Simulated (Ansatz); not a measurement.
**Cl3H3HfOSi: small, medium and large basis sets**

An exercise on one series of results from a longer session: the logs are not shown, and one member is left open.

Computed with Ansatz 0.2.0, Gaussian basis. Level: one geometry, several basis sets.

The runs, in order: PBE0-D4/def2-SVP; ωB97M-V/def2-SVP; PBE0-D4/def2-QZVPP; ωB97M-V/def2-QZVPP; the functionals' def2-TZVPP values are taken from earlier runs.

### Structure used throughout

An earlier PBE0-D4 in a triple-zeta def2 set relaxation fixed the geometry. Hf takes the def2 core potential; no spin-orbit term is included.

SMILES `[SiH3][O][Hf]([Cl])([Cl])[Cl]`, 9 atoms, charge 0, spin multiplicity 1.

Atoms are counted from 1 here; the program's logs count them from 0.

Bond lengths: Si1–O2 1.651 Å, Si1–H7 1.483 Å, Si1–H8 1.483 Å, Si1–H9 1.483 Å, O2–Hf3 1.899 Å, Hf3–Cl4 2.335 Å, Hf3–Cl5 2.335 Å, Hf3–Cl6 2.335 Å. Angles: O2–Si1–H7 108.8°, O2–Si1–H8 108.8°, O2–Si1–H9 108.8°, H7–Si1–H8 110.1°, H7–Si1–H9 110.1°, H8–Si1–H9 110.1°, Si1–O2–Hf3 179.9°, O2–Hf3–Cl4 108.4°, O2–Hf3–Cl5 108.4°, O2–Hf3–Cl6 108.4°, Cl4–Hf3–Cl5 110.5°, Cl4–Hf3–Cl6 110.5°, Cl5–Hf3–Cl6 110.5°.

Set-up of the first run:

Input file in.yaml:

```yaml
crystal:
  periodic: [false, false, false]
  atoms:
    - {symbol: Si, position_ang: [-1.191686, -0.662898, -1.246859]}
    - {symbol: O, position_ang: [-0.127291, -0.068764, -0.133743]}
    - {symbol: Hf, position_ang: [1.097709, 0.611098, 1.148427]}
    - {symbol: Cl, position_ang: [2.169514, -1.192229, 2.172752]}
    - {symbol: Cl, position_ang: [2.647551, 1.963280, 0.044070]}
    - {symbol: Cl, position_ang: [-0.096151, 1.854414, 2.722870]}
    - {symbol: H, position_ang: [-2.571646, -0.470070, -0.739105]}
    - {symbol: H, position_ang: [-0.918342, -2.106780, -1.446344]}
    - {symbol: H, position_ang: [-1.009669, 0.071948, -2.522067]}
basis:
  gaussian: {orbitals: def2-SVP}
hamiltonian: {xc: pbe0, dispersion: d4}
output: {orbitals: {seedname: orbitals}}
```

Run with:

```console
> ansatz run in.yaml --threads 2 --pin off --events-out ev --progress --plain --max-ram 32768MiB --backend cpu
```

Among the steps run: PBE0-D4 in def2-SVP; ωB97M-V in def2-SVP; PBE0-D4 in def2-QZVPP; ωB97M-V in def2-QZVPP.

One table of the session follows, with a row left open; its other results are not shown here.

It belongs to the step «Density functionals: the series». 

```
functional       basis  HOMO (eV)
   PBE0-D4    def2-SVP      -9.38
   PBE0-D4  def2-TZVPP          ?
   PBE0-D4  def2-QZVPP      -9.40
   ωB97M-V    def2-SVP     -11.58
   ωB97M-V  def2-TZVPP     -11.64
   ωB97M-V  def2-QZVPP     -11.66
```

Estimate the missing values for PBE0-D4, def2-TZVPP.

**Answer.** HOMO (eV): -9.39. In the column «HOMO (eV)» it lies between PBE0-D4, def2-QZVPP (-9.40) and PBE0-D4, def2-SVP (-9.38).
